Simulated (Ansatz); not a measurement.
# CH₄BSe+ (SMILES B[Se][CH2+]): single points off equilibrium

One table from this session's results is given with a row withheld; the runs are named, their logs left out.

Computed with Ansatz 0.2.0, Gaussian basis. Level: single points in def2-TZVPP.

Cores are frozen in the correlated methods. Filled d shells of the heavier atoms are correlated.

## Starting geometry

SMILES `B[Se][CH2+]`, 7 atoms, charge 1, spin multiplicity 1.

Atoms are counted from 1 here; the program's logs count them from 0.

Bond lengths: B1–Se2 1.914 Å, B1–H4 1.160 Å, B1–H5 1.158 Å, Se2–C3 1.703 Å, C3–H6 1.083 Å, C3–H7 1.058 Å. Angles: Se2–B1–H4 118.0°, Se2–B1–H5 118.0°, H4–B1–H5 124.0°, B1–Se2–C3 101.8°, Se2–C3–H6 120.3°, Se2–C3–H7 124.8°, H6–C3–H7 114.8°.

Coordinates:

```xyz
7

B    -1.2852    0.0954   -0.6205
Se    0.0650   -1.1656   -0.1212
C     1.2409   -0.1563    0.5853
H    -2.2391   -0.3066   -1.1435
H    -1.1102    1.2098   -0.3606
H     2.1450   -0.5805    1.0037
H     1.1548    0.8939    0.6856
```

Set-up of the first run:

Contents of run/in.yaml:

```yaml
crystal:
  periodic: [false, false, false]
  atoms:
    - {symbol: B, position_ang: [-1.285200, 0.095400, -0.620500]}
    - {symbol: Se, position_ang: [0.065000, -1.165600, -0.121200]}
    - {symbol: C, position_ang: [1.240900, -0.156300, 0.585300]}
    - {symbol: H, position_ang: [-2.239100, -0.306600, -1.143500]}
    - {symbol: H, position_ang: [-1.110200, 1.209800, -0.360600]}
    - {symbol: H, position_ang: [2.145000, -0.580500, 1.003700]}
    - {symbol: H, position_ang: [1.154800, 0.893900, 0.685600]}
basis:
  gaussian: {orbitals: def2-TZVPP}
total_charge: 1
correlation: {method: ccsd_t}
output: {forces: true}
```

The command line of these runs was not kept.

Among the steps run: CCSD(T)/def2-TZVPP; PBE0-D4/def2-TZVPP; wB97M-V/def2-TZVPP; r2SCAN-D4/def2-TZVPP; PBE-D4/def2-TZVPP; CAM-B3LYP-D4/def2-TZVPP; B97M-V/def2-TZVPP.

One of the session's tables, all rows but one given; the rest of the session is left out.

| method | RMS force component (eV/Å) | angle to CCSD(T) forces (°) |
| --- | --- | --- |
| CCSD(T) | 0.979 | reference |
| PBE0-D4 | 0.865 | 4.9 |
| wB97M-V | 0.854 | 4.6 |
| r2SCAN-D4 | 0.914 | 2.6 |
| PBE-D4 | ? | ? |
| CAM-B3LYP-D4 | 0.829 | 4.2 |
| B97M-V | 0.852 | 4.1 |

Q: Estimate the row for PBE-D4 from the others.

The run gave: RMS force component (eV/Å): 0.993; angle to CCSD(T) forces (°): 8.1. In the column «RMS force component (eV/Å)» it is the highest.
